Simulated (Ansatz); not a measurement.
# BGaH2O: vertical ionisation energy

An exercise on one series of results from a longer session: the logs are not shown, and one member is left open.

Method: unrestricted cation, the program's frozen cores in correlated methods; program: Ansatz 0.2.0, Gaussian basis.

Plan: UKS PBE-D4/def2-TZVPP; UKS r2SCAN-D4/def2-TZVPP; UKS PBE0-D4/def2-TZVPP; UKS B3LYP-D4/def2-TZVPP; UKS wB97X-V/def2-TZVPP; UKS wB97M-V/def2-TZVPP; UKS B2PLYP/def2-TZVPP; UHF-CCSD(T)/def2-TZVPP; UHF-MP2/def2-QZVPP; extrapolation to the limit; then −ε(HOMO) from the neutral's earlier runs with LDA (SPW92), PBE-D4, revPBE-D4, BLYP-D4, r2SCAN-D4, B97M-V, PBE0-D4, B3LYP-D4, r2SCANh-D4, r2SCAN0-D4, HSE06-D4, BHLYP-D4, CAM-B3LYP-D4, LC-ωPBE, ωB97X-V, ωB97M-V.

## The geometry

An earlier PBE0-D4 in a triple-zeta def2 set relaxation fixed the geometry.

5 atoms, charge 0, spin multiplicity 1.

Atoms are counted from 1 here; the program's logs count them from 0.

Bond lengths: B1–O2 1.334 Å, B1–H4 1.208 Å, B1–H5 1.208 Å, O2–Ga3 1.819 Å. Angles: O2–B1–H4 119.9°, O2–B1–H5 120.0°, H4–B1–H5 120.1°, B1–O2–Ga3 176.7°.

The first run:

Input file in.yaml:

```yaml
crystal:
  periodic: [false, false, false]
  atoms:
    - {symbol: B, position_ang: [-0.552949, 0.263921, -0.196861]}
    - {symbol: O, position_ang: [0.569654, -0.331369, 0.209270]}
    - {symbol: Ga, position_ang: [2.155004, -1.071459, 0.706800]}
    - {symbol: H, position_ang: [-1.621346, -0.122726, 0.212537]}
    - {symbol: H, position_ang: [-0.500464, 1.187934, -0.973145]}
basis:
  gaussian: {orbitals: def2-TZVPP}
total_charge: 1
magnetization: {spin_polarized: true, initial_magnetization: 1}
hamiltonian: {xc: pbe, dispersion: d4}
```

Command:

```
> ansatz run in.yaml --threads 2 --pin off --events-out ev --progress --plain --max-ram 4352MiB
```

Among the steps run: Cation, UKS PBE-D4/def2-TZVPP; Cation, UKS r2SCAN-D4/def2-TZVPP; Cation, UKS PBE0-D4/def2-TZVPP; Cation, UKS B3LYP-D4/def2-TZVPP; Cation, UKS wB97X-V/def2-TZVPP; Cation, UKS wB97M-V/def2-TZVPP; Cation, UKS B2PLYP (frozen core)/def2-TZVPP; Cation, UHF-CCSD(T)/def2-TZVPP; Cation, UHF-MP2/def2-QZVPP.

One of the session's tables, all rows but one given; the rest of the session is left out.

For comparison, −ε(HOMO) of the neutral from earlier runs:

```
  functional  −ε(HOMO) (eV)
 LDA (SPW92)           6.18
      PBE-D4           6.09
   revPBE-D4           6.05
     BLYP-D4           6.01
   r2SCAN-D4           6.38
      B97M-V           6.41
     PBE0-D4           7.43
    B3LYP-D4           7.24
  r2SCANh-D4           6.88
  r2SCAN0-D4              ?
    HSE06-D4           7.03
    BHLYP-D4           8.68
CAM-B3LYP-D4           8.86
     LC-ωPBE          10.20
     ωB97X-V           9.86
     ωB97M-V           9.74
```

Estimate the missing values for r2SCAN0-D4.

Worked estimate for «−ε(HOMO) (eV)». Against the share of exact exchange, r2SCAN-D4 (0, 6.38), r2SCANh-D4 (0.1, 6.88) give a slope of 5.00 per unit share; at 0.25 the line stands at 7.63.

As computed: −ε(HOMO) (eV): 7.64. In «−ε(HOMO) (eV)» the line misses by -0.01.
